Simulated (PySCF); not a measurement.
# CH7B2O2P: electronic excitations at several levels of theory

Aim: compute the electronic excitations of CH7B2O2P (`BOB(P)OC`) at several levels, and see how far they spread and what each costs.

Computed with PySCF 2.14.0, with density-fitted response routines of our own, on a single molecule in the gas phase. Atoms count from 0, in the outputs and in this text.

### Step 1. The starting structure

13 atoms, charge 0, multiplicity 1; geometry from: PBE0-D3(BJ)/def2-SVP.

Bonds of the start (Å): B0–O1 1.35, O1–B2 1.38, B2–P3 1.94, B2–O4 1.34, O4–C5 1.41, B0–H6 1.21, B0–H7 1.21, P3–H8 1.43, P3–H9 1.42, C5–H10 1.10, C5–H11 1.10, C5–H12 1.10.

### Step 2. Excited states and response: HF/def2-SVPD

What the job is given:

```
{"job": {"kind": "uv", "xc": "HF", "basis": "def2-SVPD", "ip": true}, "charge": 0, "multiplicity": 1}
B     -1.832197    -1.894923    -0.746802
O     -0.693711    -1.267527    -0.374036
B     -0.423583     0.086608    -0.273533
P     -1.802424     1.445567    -0.360597
O      0.855442     0.492848    -0.199352
C      1.963305    -0.379324    -0.213794
H     -1.852914    -3.102635    -0.689727
H     -2.788621    -1.254657    -1.129809
H     -2.652190     0.889271     0.639167
H     -1.143806     2.359021     0.510983
H      2.465682    -0.340146     0.764893
H      1.666817    -1.417241    -0.423283
H      2.672690    -0.037645    -0.981526
```

Level: TDDFT HF/def2-SVPD, vertical, gas phase, core orbitals frozen in the response.

Launch:

```sh
OMP_NUM_THREADS=1 python probes_run.py task.json out
```

This one command runs all jobs of the session in turn.

Standard output:

```text
final grid: 105576 points
cycle   1  E = -581.5058762729  dE =  7.936e-01  |g| = 6.688e-01  |ddm| = 4.455e+00
cycle   2  E = -581.6025278734  dE = -9.665e-02  |g| = 3.505e-01  |ddm| = 1.429e+00
cycle   3  E = -581.6262035114  dE = -2.368e-02  |g| = 7.376e-02  |ddm| = 4.626e-01
cycle   4  E = -581.6281221792  dE = -1.919e-03  |g| = 1.453e-02  |ddm| = 1.846e-01
cycle   5  E = -581.6282303694  dE = -1.082e-04  |g| = 4.026e-03  |ddm| = 4.147e-02
cycle   6  E = -581.6282438543  dE = -1.348e-05  |g| = 1.228e-03  |ddm| = 1.569e-02
cycle   7  E = -581.6282451857  dE = -1.331e-06  |g| = 3.516e-04  |ddm| = 4.836e-03
cycle   8  E = -581.6282452890  dE = -1.034e-07  |g| = 1.372e-04  |ddm| = 1.472e-03
cycle   9  E = -581.6282452984  dE = -9.366e-09  |g| = 4.351e-05  |ddm| = 4.718e-04
cycle  10  E = -581.6282452996  dE = -1.205e-09  |g| = 1.187e-05  |ddm| = 1.951e-04
cycle  11  E = -581.6282452997  dE = -1.171e-10  |g| = 3.926e-06  |ddm| = 6.014e-05
converged SCF energy = -581.6282452997

Static polarisability (au): isotropic 69.690, principal 56.863 73.191 79.016

Singlet excitations
state   eV       nm        f      main configurations
  1   6.7882    182.6   0.00898   H-1->L+1 0.35, H->L+1 0.21, H-2->L+1 0.12
  2   7.0578    175.7   0.05347   H->L 0.22, H->L+4 0.15, H->L+9 0.13
  3   7.3968    167.6   0.07167   H->L+6 0.64, H->L 0.15
  4   7.7231    160.5   0.24415   H->L 0.28, H->L+4 0.18, H->L+1 0.10
  5   8.2632    150.0   0.01564   H->L+10 0.39, H->L+7 0.19
  6   8.4678    146.4   0.05795   H->L+1 0.40, H->L+7 0.17, H->L+4 0.12
  7   9.0150    137.5   0.02855   H-1->L+4 0.09, H->L+4 0.09
  8   9.1219    135.9   0.01537   H->L+2 0.59
  9   9.2193    134.5   0.07279   H-1->L+4 0.15, H->L 0.13, H->L+5 0.12
 10   9.6698    128.2   0.05668   H-1->L 0.58

Triplet excitations (Tamm-Dancoff, eV): 5.5505 5.7242 6.0166 6.8548
Vertical ionisation energy (delta-SCF) = 8.6069 eV
```

It took 15 s on 1 thread of Arm Neoverse V2, shared host; peak memory 0.75 GiB.

Frontier orbitals and where they lie:

```
orbital      eV                      atoms
 HOMO−3  -13.33  O4 21 %, P3 14 %, B0 13 %
 HOMO−2  -12.86  O4 28 %, B0 12 %, C5 11 %
 HOMO−1  -12.21  P3 22 %, O1 20 %, B0 13 %
   HOMO   -9.92   P3 66 %, B2 12 %, H9 6 %
   LUMO    1.86   B2 42 %, B0 31 %, C5 5 %
 LUMO+1    2.28  B0 39 %, O1 24 %, H7 11 %
 LUMO+2    2.47   B0 51 %, B2 17 %, H6 8 %
```

With each of the 10 states as a Gaussian band of 0.4 eV half-width at 1/e, the curve within the window shown has maxima at 161 nm (ε 12,000), 134 nm (ε 5,100) L/(mol cm). Beyond the last state computed it falls off for lack of states. The curve at chosen wavelengths:

(nm, ε (L/mol/cm)): (124, 1406), (127, 2899), (130, 4185), (133, 5051), (136, 4897), (139, 3902), (142, 3281), (145, 3354), (148, 3705), (151, 4660), (154, 6854), (157, 9724), (160, 11637), (163, 11577), (166, 9961), (169, 7863), (172, 6012), (175, 4563), (178, 3404), (181, 2432), (184, 1631), (187, 1017), (190, 589), (193, 317), (196, 159), (199, 75)

Ground-state properties from the same run:

```
           property  computed
  dipole moment (D)      1.66
polarisability (Å³)     10.33
 HOMO–LUMO gap (eV)     11.78
      −ε(HOMO) (eV)      9.92
```

### Step 3. TDDFT and polarisability: LDA/def2-SVPD

Settings changed since step 2:

```diff
@@ -1,2 +1,2 @@
-{"job": {"kind": "uv", "xc": "HF", "basis": "def2-SVPD", "ip": true}, "charge": 0, "multiplicity": 1}
+{"job": {"kind": "uv", "xc": "LDA", "basis": "def2-SVPD", "ip": true}, "charge": 0, "multiplicity": 1}
 B     -1.832197    -1.894923    -0.746802
```

With the program's defaults for keys left out, this is: TDDFT LDA/def2-SVPD, vertical, gas phase, core orbitals frozen in the response.

Standard output:

```text
coarse grid: 11400 points
cycle   1  E = -580.1376833635  dE =  4.485e-01  |g| = 8.327e-01  |ddm| = 5.726e+00
cycle   2  E = -579.4241755937  dE =  7.135e-01  |g| = 2.029e+00  |ddm| = 2.897e+00
cycle   3  E = -580.2663039301  dE = -8.421e-01  |g| = 1.829e-01  |ddm| = 2.018e+00
cycle   4  E = -580.2747744171  dE = -8.470e-03  |g| = 8.268e-02  |ddm| = 4.849e-01
cycle   5  E = -580.2762390049  dE = -1.465e-03  |g| = 4.287e-02  |ddm| = 1.842e-01
cycle   6  E = -580.2765778978  dE = -3.389e-04  |g| = 1.351e-02  |ddm| = 5.376e-02
cycle   7  E = -580.2766132919  dE = -3.539e-05  |g| = 3.430e-03  |ddm| = 1.992e-02
cycle   8  E = -580.2766170560  dE = -3.764e-06  |g| = 7.286e-04  |ddm| = 8.454e-03
final grid: 105576 points
cycle   9  E = -580.3759354249  dE = -5.954e-05  |g| = 4.167e-03  |ddm| = 1.584e-01
cycle  10  E = -580.3759231988  dE =  1.223e-05  |g| = 8.970e-03  |ddm| = 1.381e-02
cycle  11  E = -580.3759388306  dE = -1.563e-05  |g| = 9.876e-04  |ddm| = 9.562e-03
cycle  12  E = -580.3759390241  dE = -1.935e-07  |g| = 3.319e-04  |ddm| = 1.436e-03
cycle  13  E = -580.3759390483  dE = -2.416e-08  |g| = 1.255e-04  |ddm| = 4.380e-04
cycle  14  E = -580.3759390514  dE = -3.073e-09  |g| = 3.075e-05  |ddm| = 1.532e-04
cycle  15  E = -580.3759390516  dE = -1.919e-10  |g| = 6.588e-06  |ddm| = 4.813e-05
converged SCF energy = -580.3759390516

Static polarisability (au): isotropic 81.562, principal 62.451 86.608 95.628

Singlet excitations
state   eV       nm        f      main configurations
  1   3.9384    314.8   0.01187   H->L 0.99
  2   5.0087    247.5   0.00192   H-1->L 0.99
  3   5.6629    218.9   0.03353   H-2->L 0.86, H-3->L 0.11
  4   5.7687    214.9   0.02266   H->L+1 0.62, H->L+2 0.32
  5   5.8421    212.2   0.02023   H-3->L 0.82, H-2->L 0.10
  6   6.0853    203.7   0.08466   H->L+2 0.53, H->L+1 0.25, H-4->L 0.08
  7   6.2833    197.3   0.01622   H-4->L 0.89
  8   6.3640    194.8   0.04359   H->L+3 0.85
  9   6.6381    186.8   0.01211   H-1->L+1 0.92
 10   6.7513    183.6   0.02693   H->L+4 0.88

Triplet excitations (Tamm-Dancoff, eV): 3.7631 4.7061 5.2442 5.3172
Vertical ionisation energy (delta-SCF) = 9.1417 eV
Vertical electron affinity (delta-SCF) = -0.1939 eV
```

Wall time 78 s (1 thread of Arm Neoverse V2, shared host); peak memory 0.55 GiB.

Key values: HOMO -6.27 eV, LUMO -2.43 eV; lowest singlet 3.94 eV.

### Step 4. Ultraviolet spectrum: PBE/def2-SVPD

Settings changed since step 3:

```diff
@@ -1,2 +1,2 @@
-{"job": {"kind": "uv", "xc": "LDA", "basis": "def2-SVPD", "ip": true}, "charge": 0, "multiplicity": 1}
+{"job": {"kind": "uv", "xc": "PBE", "basis": "def2-SVPD", "ip": true}, "charge": 0, "multiplicity": 1}
 B     -1.832197    -1.894923    -0.746802
```

Method: TDDFT PBE/def2-SVPD, vertical, gas phase, core orbitals frozen in the response.

Standard output:

```text
coarse grid: 11400 points
cycle   1  E = -582.9471916668  dE =  4.538e-01  |g| = 8.322e-01  |ddm| = 5.689e+00
cycle   2  E = -582.2737270806  dE =  6.735e-01  |g| = 1.976e+00  |ddm| = 2.731e+00
cycle   3  E = -583.0749005302  dE = -8.012e-01  |g| = 1.717e-01  |ddm| = 1.922e+00
cycle   4  E = -583.0823190650  dE = -7.419e-03  |g| = 7.696e-02  |ddm| = 4.393e-01
cycle   5  E = -583.0836259821  dE = -1.307e-03  |g| = 3.896e-02  |ddm| = 1.733e-01
cycle   6  E = -583.0839114115  dE = -2.854e-04  |g| = 1.268e-02  |ddm| = 5.044e-02
cycle   7  E = -583.0839424829  dE = -3.107e-05  |g| = 3.097e-03  |ddm| = 1.850e-02
cycle   8  E = -583.0839455685  dE = -3.086e-06  |g| = 6.272e-04  |ddm| = 7.305e-03
final grid: 105576 points
cycle   9  E = -583.1952680106  dE = -4.558e-05  |g| = 1.516e-02  |ddm| = 1.808e-01
cycle  10  E = -583.1951422331  dE =  1.258e-04  |g| = 2.993e-02  |ddm| = 4.683e-02
cycle  11  E = -583.1953113458  dE = -1.691e-04  |g| = 3.273e-03  |ddm| = 2.839e-02
cycle  12  E = -583.1953141168  dE = -2.771e-06  |g| = 4.193e-04  |ddm| = 5.017e-03
cycle  13  E = -583.1953141594  dE = -4.256e-08  |g| = 2.146e-04  |ddm| = 9.506e-04
cycle  14  E = -583.1953141676  dE = -8.244e-09  |g| = 6.222e-05  |ddm| = 2.766e-04
cycle  15  E = -583.1953141685  dE = -8.899e-10  |g| = 1.489e-05  |ddm| = 1.085e-04
converged SCF energy = -583.1953141685

Static polarisability (au): isotropic 80.241, principal 61.422 85.167 94.133

Singlet excitations
state   eV       nm        f      main configurations
  1   4.1133    301.4   0.01236   H->L 0.98
  2   5.1956    238.6   0.00192   H-1->L 0.99
  3   5.7821    214.4   0.02211   H->L+1 0.63, H->L+2 0.35
  4   5.8257    212.8   0.04067   H-2->L 0.89, H-3->L 0.08
  5   5.9906    207.0   0.01623   H-3->L 0.85
  6   6.1487    201.6   0.07466   H->L+2 0.50, H->L+1 0.25, H->L+3 0.09
  7   6.3871    194.1   0.05291   H->L+3 0.81
  8   6.4657    191.8   0.01196   H-4->L 0.91
  9   6.7041    184.9   0.03596   H->L+4 0.87
 10   6.7442    183.8   0.00986   H-1->L+1 0.87

Triplet excitations (Tamm-Dancoff, eV): 3.8994 4.8200 5.2397 5.4024
Vertical ionisation energy (delta-SCF) = 9.0176 eV
Vertical electron affinity (delta-SCF) = -0.3573 eV
```

Wall time 1.8 min (1 thread of Arm Neoverse V2, shared host); peak memory 0.66 GiB.

This run: HOMO -6.17 eV, LUMO -2.15 eV; lowest singlet 4.11 eV.

### Step 5. Excited states and response: B3LYP/def2-SVPD

Settings changed since step 4:

```diff
@@ -1,2 +1,2 @@
-{"job": {"kind": "uv", "xc": "PBE", "basis": "def2-SVPD", "ip": true}, "charge": 0, "multiplicity": 1}
+{"job": {"kind": "uv", "xc": "B3LYP", "basis": "def2-SVPD", "ip": true}, "charge": 0, "multiplicity": 1}
 B     -1.832197    -1.894923    -0.746802
```

With the program's defaults for keys left out, this is: TDDFT B3LYP/def2-SVPD, vertical, gas phase, core orbitals frozen in the response.

Standard output:

```text
coarse grid: 11400 points
cycle   1  E = -583.4801135077  dE =  5.085e-01  |g| = 8.101e-01  |ddm| = 5.604e+00
cycle   2  E = -583.2024090986  dE =  2.777e-01  |g| = 1.443e+00  |ddm| = 2.305e+00
cycle   3  E = -583.6012491078  dE = -3.988e-01  |g| = 8.470e-02  |ddm| = 1.407e+00
cycle   4  E = -583.6028657455  dE = -1.617e-03  |g| = 3.354e-02  |ddm| = 2.289e-01
cycle   5  E = -583.6031902811  dE = -3.245e-04  |g| = 8.670e-03  |ddm| = 9.457e-02
cycle   6  E = -583.6032093467  dE = -1.907e-05  |g| = 2.900e-03  |ddm| = 1.979e-02
cycle   7  E = -583.6032109298  dE = -1.583e-06  |g| = 8.863e-04  |ddm| = 3.916e-03
final grid: 105576 points
cycle   8  E = -583.6946791733  dE = -4.586e-05  |g| = 3.081e-03  |ddm| = 1.246e-01
cycle   9  E = -583.6946783075  dE =  8.659e-07  |g| = 3.663e-03  |ddm| = 1.117e-02
cycle  10  E = -583.6946815433  dE = -3.236e-06  |g| = 2.985e-04  |ddm| = 4.832e-03
cycle  11  E = -583.6946815529  dE = -9.621e-09  |g| = 2.315e-04  |ddm| = 6.174e-04
cycle  12  E = -583.6946815634  dE = -1.054e-08  |g| = 2.990e-05  |ddm| = 2.379e-04
cycle  13  E = -583.6946815637  dE = -2.319e-10  |g| = 8.776e-06  |ddm| = 8.406e-05
converged SCF energy = -583.6946815637

Static polarisability (au): isotropic 77.026, principal 60.110 81.490 89.478

Singlet excitations
state   eV       nm        f      main configurations
  1   4.8708    254.5   0.01579   H->L 0.97
  2   5.7631    215.1   0.00517   H-1->L 0.92
  3   6.1829    200.5   0.03021   H->L+1 0.96
  4   6.6217    187.2   0.06058   H->L+2 0.69, H->L+3 0.19
  5   6.7041    184.9   0.08093   H->L+3 0.69, H->L+2 0.21
  6   6.8219    181.7   0.06627   H-2->L 0.76, H-3->L 0.12
  7   7.1011    174.6   0.03638   H-3->L 0.80, H-2->L 0.14
  8   7.2373    171.3   0.04014   H->L+4 0.84
  9   7.3136    169.5   0.01080   H-4->L 0.85
 10   7.4392    166.7   0.00912   H->L+5 0.86

Triplet excitations (Tamm-Dancoff, eV): 4.5594 5.2765 5.7155 5.7854
Vertical ionisation energy (delta-SCF) = 9.3576 eV
Vertical electron affinity (delta-SCF) = -0.5395 eV
```

It took 72 s on 1 thread of Arm Neoverse V2, shared host; peak memory 0.84 GiB.

Key values: HOMO -7.09 eV, LUMO -1.36 eV; lowest singlet 4.87 eV.

### Step 6. Ultraviolet spectrum: PBE0/def2-SVPD

Settings changed since step 5:

```diff
@@ -1,2 +1,2 @@
-{"job": {"kind": "uv", "xc": "B3LYP", "basis": "def2-SVPD", "ip": true}, "charge": 0, "multiplicity": 1}
+{"job": {"kind": "uv", "xc": "PBE0", "basis": "def2-SVPD", "ip": true}, "charge": 0, "multiplicity": 1}
 B     -1.832197    -1.894923    -0.746802
```

Method: TDDFT PBE0/def2-SVPD, vertical, gas phase, core orbitals frozen in the response.

Standard output:

```text
coarse grid: 11400 points
cycle   1  E = -583.0661973059  dE =  5.142e-01  |g| = 7.179e-01  |ddm| = 5.067e+00
cycle   2  E = -582.9070545203  dE =  1.591e-01  |g| = 1.160e+00  |ddm| = 2.012e+00
cycle   3  E = -583.1636287353  dE = -2.566e-01  |g| = 6.407e-02  |ddm| = 1.166e+00
cycle   4  E = -583.1645299026  dE = -9.012e-04  |g| = 2.393e-02  |ddm| = 1.672e-01
cycle   5  E = -583.1646977866  dE = -1.679e-04  |g| = 5.634e-03  |ddm| = 7.099e-02
cycle   6  E = -583.1647070006  dE = -9.214e-06  |g| = 1.114e-03  |ddm| = 1.468e-02
final grid: 105576 points
cycle   7  E = -583.2484739499  dE = -3.816e-05  |g| = 9.117e-03  |ddm| = 1.271e-01
cycle   8  E = -583.2484587008  dE =  1.525e-05  |g| = 1.303e-02  |ddm| = 2.401e-02
cycle   9  E = -583.2484899888  dE = -3.129e-05  |g| = 1.102e-03  |ddm| = 1.262e-02
cycle  10  E = -583.2484902978  dE = -3.090e-07  |g| = 1.663e-04  |ddm| = 2.041e-03
cycle  11  E = -583.2484903038  dE = -6.031e-09  |g| = 7.205e-05  |ddm| = 3.255e-04
cycle  12  E = -583.2484903048  dE = -9.693e-10  |g| = 3.405e-05  |ddm| = 1.369e-04
cycle  13  E = -583.2484903050  dE = -2.240e-10  |g| = 5.022e-06  |ddm| = 4.071e-05
converged SCF energy = -583.2484903050

Static polarisability (au): isotropic 76.335, principal 59.622 80.737 88.645

Singlet excitations
state   eV       nm        f      main configurations
  1   5.0700    244.5   0.01780   H->L 0.93
  2   5.8482    212.0   0.00805   H-1->L 0.87
  3   6.4056    193.6   0.03059   H->L+1 0.93
  4   6.7654    183.3   0.02891   H->L+3 0.62, H->L+2 0.24
  5   6.8187    181.8   0.12405   H->L+2 0.65, H->L+3 0.27
  6   7.0295    176.4   0.06519   H-2->L 0.70, H-3->L 0.14
  7   7.3294    169.2   0.05323   H-3->L 0.72, H-2->L 0.19
  8   7.5108    165.1   0.01095   H-4->L 0.76
  9   7.5514    164.2   0.02472   H->L+4 0.70, H->L+5 0.11
 10   7.6509    162.1   0.03395   H->L+6 0.52, H-1->L+2 0.14, H-1->L+1 0.13

Triplet excitations (Tamm-Dancoff, eV): 4.6604 5.2462 5.7193 5.9167
Vertical ionisation energy (delta-SCF) = 9.3644 eV
```

Run time: 50 s. Hardware: 1 thread of Arm Neoverse V2, shared host; peak memory 0.84 GiB.

In short: HOMO -7.31 eV, LUMO -1.13 eV; lowest singlet 5.07 eV.

### Step 7. TDDFT and polarisability: BHandHLYP/def2-SVPD

Settings changed since step 6:

```diff
@@ -1,2 +1,2 @@
-{"job": {"kind": "uv", "xc": "PBE0", "basis": "def2-SVPD", "ip": true}, "charge": 0, "multiplicity": 1}
+{"job": {"kind": "uv", "xc": "BHandHLYP", "basis": "def2-SVPD", "ip": true}, "charge": 0, "multiplicity": 1}
 B     -1.832197    -1.894923    -0.746802
```

Method: TDDFT BHandHLYP/def2-SVPD, vertical, gas phase, core orbitals frozen in the response.

Standard output:

```text
coarse grid: 11400 points
cycle   1  E = -583.3761239649  dE =  6.012e-01  |g| = 7.113e-01  |ddm| = 4.988e+00
cycle   2  E = -583.3534178349  dE =  2.271e-02  |g| = 8.252e-01  |ddm| = 1.795e+00
cycle   3  E = -583.4774742996  dE = -1.241e-01  |g| = 4.907e-02  |ddm| = 8.563e-01
cycle   4  E = -583.4780468318  dE = -5.725e-04  |g| = 1.779e-02  |ddm| = 1.306e-01
cycle   5  E = -583.4781422764  dE = -9.544e-05  |g| = 3.616e-03  |ddm| = 5.238e-02
cycle   6  E = -583.4781460572  dE = -3.781e-06  |g| = 1.073e-03  |ddm| = 8.980e-03
final grid: 105576 points
cycle   7  E = -583.5373986772  dE = -1.970e-05  |g| = 1.773e-03  |ddm| = 7.375e-02
cycle   8  E = -583.5373990166  dE = -3.393e-07  |g| = 1.411e-03  |ddm| = 7.559e-03
cycle   9  E = -583.5373994662  dE = -4.497e-07  |g| = 2.536e-04  |ddm| = 1.863e-03
cycle  10  E = -583.5373994756  dE = -9.355e-09  |g| = 1.513e-04  |ddm| = 4.657e-04
cycle  11  E = -583.5373994802  dE = -4.569e-09  |g| = 1.345e-05  |ddm| = 1.861e-04
cycle  12  E = -583.5373994802  dE = -6.230e-11  |g| = 6.690e-06  |ddm| = 3.732e-05
converged SCF energy = -583.5373994802

Static polarisability (au): isotropic 73.372, principal 58.350 77.407 84.360

Singlet excitations
state   eV       nm        f      main configurations
  1   5.8165    213.2   0.01725   H->L 0.70, H-1->L 0.22
  2   6.4090    193.5   0.02431   H-1->L 0.46, H->L 0.17, H->L+1 0.10
  3   6.7899    182.6   0.05466   H->L+1 0.71
  4   7.0083    176.9   0.04907   H->L+5 0.67, H->L+4 0.22
  5   7.3012    169.8   0.11774   H->L+2 0.54, H->L+4 0.11, H->L+3 0.11
  6   7.8619    157.7   0.04294   H->L+7 0.44, H->L+6 0.24
  7   7.9228    156.5   0.09954   H-2->L 0.27, H-3->L 0.19, H-1->L 0.11
  8   8.0829    153.4   0.02881   H->L+4 0.30, H->L+2 0.17, H->L+3 0.10
  9   8.2362    150.5   0.02552   H->L+3 0.60, H->L+5 0.11
 10   8.4053    147.5   0.10391   H-2->L 0.39, H-3->L 0.18, H-1->L+1 0.16

Triplet excitations (Tamm-Dancoff, eV): 5.2321 5.6426 5.8484 6.4546
Vertical ionisation energy (delta-SCF) = 9.4506 eV
```

Wall time 50 s (1 thread of Arm Neoverse V2, shared host); peak memory 0.84 GiB.

In short: HOMO -8.33 eV, LUMO -0.09 eV; lowest singlet 5.82 eV.

### Step 8. TDDFT and polarisability: CAM-B3LYP/def2-SVPD

Settings changed since step 7:

```diff
@@ -1,2 +1,2 @@
-{"job": {"kind": "uv", "xc": "BHandHLYP", "basis": "def2-SVPD", "ip": true}, "charge": 0, "multiplicity": 1}
+{"job": {"kind": "uv", "xc": "CAM-B3LYP", "basis": "def2-SVPD", "ip": true}, "charge": 0, "multiplicity": 1}
 B     -1.832197    -1.894923    -0.746802
```

With the program's defaults for keys left out, this is: TDDFT CAM-B3LYP/def2-SVPD, vertical, gas phase, core orbitals frozen in the response.

Standard output:

```text
coarse grid: 11400 points
cycle   1  E = -583.3495219594  dE =  6.121e-01  |g| = 7.853e-01  |ddm| = 5.259e+00
cycle   2  E = -583.2764590964  dE =  7.306e-02  |g| = 1.043e+00  |ddm| = 2.004e+00
cycle   3  E = -583.4705477267  dE = -1.941e-01  |g| = 4.737e-02  |ddm| = 9.891e-01
cycle   4  E = -583.4711126532  dE = -5.649e-04  |g| = 1.991e-02  |ddm| = 1.499e-01
cycle   5  E = -583.4712321456  dE = -1.195e-04  |g| = 4.390e-03  |ddm| = 6.221e-02
cycle   6  E = -583.4712377453  dE = -5.600e-06  |g| = 1.184e-03  |ddm| = 1.191e-02
final grid: 105576 points
cycle   7  E = -583.5637626515  dE = -3.374e-05  |g| = 2.023e-03  |ddm| = 8.060e-02
cycle   8  E = -583.5637631177  dE = -4.662e-07  |g| = 1.589e-03  |ddm| = 8.626e-03
cycle   9  E = -583.5637637168  dE = -5.991e-07  |g| = 2.016e-04  |ddm| = 2.305e-03
cycle  10  E = -583.5637637239  dE = -7.093e-09  |g| = 1.512e-04  |ddm| = 5.466e-04
cycle  11  E = -583.5637637280  dE = -4.144e-09  |g| = 1.687e-05  |ddm| = 1.392e-04
cycle  12  E = -583.5637637281  dE = -1.100e-10  |g| = 5.632e-06  |ddm| = 4.835e-05
converged SCF energy = -583.5637637281

Static polarisability (au): isotropic 75.543, principal 59.588 80.004 87.036

Singlet excitations
state   eV       nm        f      main configurations
  1   5.4857    226.0   0.01343   H->L 0.63, H-1->L 0.30
  2   6.1137    202.8   0.02744   H-1->L 0.47, H->L 0.27
  3   6.6086    187.6   0.04992   H->L+1 0.74
  4   6.8678    180.5   0.04248   H->L+5 0.65, H->L+4 0.24
  5   7.0860    175.0   0.10284   H->L+2 0.65
  6   7.5106    165.1   0.04316   H-2->L 0.31, H-3->L 0.18, H-4->L 0.15
  7   7.7130    160.7   0.10539   H->L+7 0.41, H->L+6 0.39
  8   7.9335    156.3   0.04287   H->L+4 0.26, H-1->L+1 0.13, H->L+8 0.10
  9   7.9605    155.7   0.09962   H-2->L 0.35, H-3->L 0.32
 10   8.0691    153.7   0.00552   H->L+3 0.29, H-1->L+1 0.22, H-3->L 0.16

Triplet excitations (Tamm-Dancoff, eV): 4.9902 5.4075 5.8117 6.2979
Vertical ionisation energy (delta-SCF) = 9.5256 eV
Vertical electron affinity (delta-SCF) = -0.6660 eV
```

It took 88 s on 1 thread of Arm Neoverse V2, shared host; peak memory 0.97 GiB.

Key values: HOMO -8.60 eV, LUMO -0.04 eV; lowest singlet 5.49 eV.

[end of part 1 of 2]
